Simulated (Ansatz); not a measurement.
Crystal: GaGe.

```
Ge Ga
1.0
     0.00000    2.89784    2.89784
     2.89784    0.00000    2.89784
     2.89784    2.89784    0.00000
Ge Ga
1 1
Direct
  0.00000 0.00000 0.00000
  0.25000 0.25000 0.25000
```

The cell comes from a database or a generator and needn't be the stable form of this composition.

Base run:

```yaml
Program: Ansatz 0.2.0
Functional: PBE
Potentials_or_basis: all-electron LAPW, scalar-relativistic
Cutoff: 300 eV (chosen from the basis error)
Basis_error_allowed: 0.001 eV/atom
k_mesh: 8 × 8 × 8
Occupations: fermi-dirac, width 0.05 eV
Spin: no spin polarisation
```

Its results: pressure 0.2 GPa.

Task: The run is repeated on the same cell with these changes: functional from PBE to PBEsol. What comes out?

Result: Pressure -2.4 GPa.

PBEsol binds more tightly than PBE, so the same cell stands under less pressure.
